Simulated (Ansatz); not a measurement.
## BeCl: an atomisation energy, step by step

With the Python package of Ansatz (0.2.0).

Notebook, run cell by cell (the value of a cell's last expression is shown):

```python
from collections import Counter

import ansatz as az
```

```python
def single_point(molecule, charge=0, unpaired=0):
    calc = (
        molecule.calculation()
        .basis(gaussian='cc-pVDZ')
        .correlation('CCSD(T)')
    )
    if charge:
        calc = calc.charge(charge)
    if unpaired:
        calc = calc.spin('collinear', total=unpaired)
    return calc.run().report['free_energy_ev']
```

```python
geometry_ang = [
    ('Be', (0.0, 0.0, 0.0)),
    ('Cl', (0.0, 0.0, 1.93)),
]
geometry = az.Crystal.molecule()
for symbol, xyz in geometry_ang:
    geometry = geometry.atom(symbol, xyz)
```

```python
unpaired = {'Be': 0, 'Cl': 1}
counts = Counter(site.symbol for site in geometry.cartesian_sites)
atom_energy = {s: single_point(az.Crystal.molecule().atom(s, (0, 0, 0)), 0, unpaired[s]) for s in counts}
whole = single_point(geometry, 0, 1)
for s, e in atom_energy.items():
    print(f'{s:2s} x{counts[s]}  {e:14.5f} eV')
print(f'BeCl: {whole:.5f} eV')
split = sum(counts[s] * e for s, e in atom_energy.items()) - whole
print(f'atomisation energy (no zero-point term): {23.060548 * split:.1f} kcal/mol, {split / sum(counts.values()):.3f} eV an atom')
```

    Be x1      -397.75990 eV
    Cl x1    -12506.32290 eV
    BeCl: -12907.57651 eV
    atomisation energy (no zero-point term): 80.6 kcal/mol, 1.747 eV an atom

80.6 kcal/mol from the electronic energies, without the zero-point term.

Reading the output:
- Total energies depend on the basis set; only differences at equal settings carry meaning.
- The geometry is a force-field or estimated start, not a minimum of this method, and the basis set is short of its limit. All parts are taken at fixed geometry, without zero-point energy.
- The species is open-shell (spin multiplicity 2).
- In double-zeta sets correlated atomisation energies come out some 10 to 15 % low.
- For Al to Cl the sets with a tight d function, cc-pV(X+d)Z, are usual.
- The spin state was assumed, and another may lie lower.
- The whole script took 1.2 s on 1 thread of Intel(R) Xeon(R) Processor @ 2.30GHz, on a shared host, peak memory 0.19 GiB.
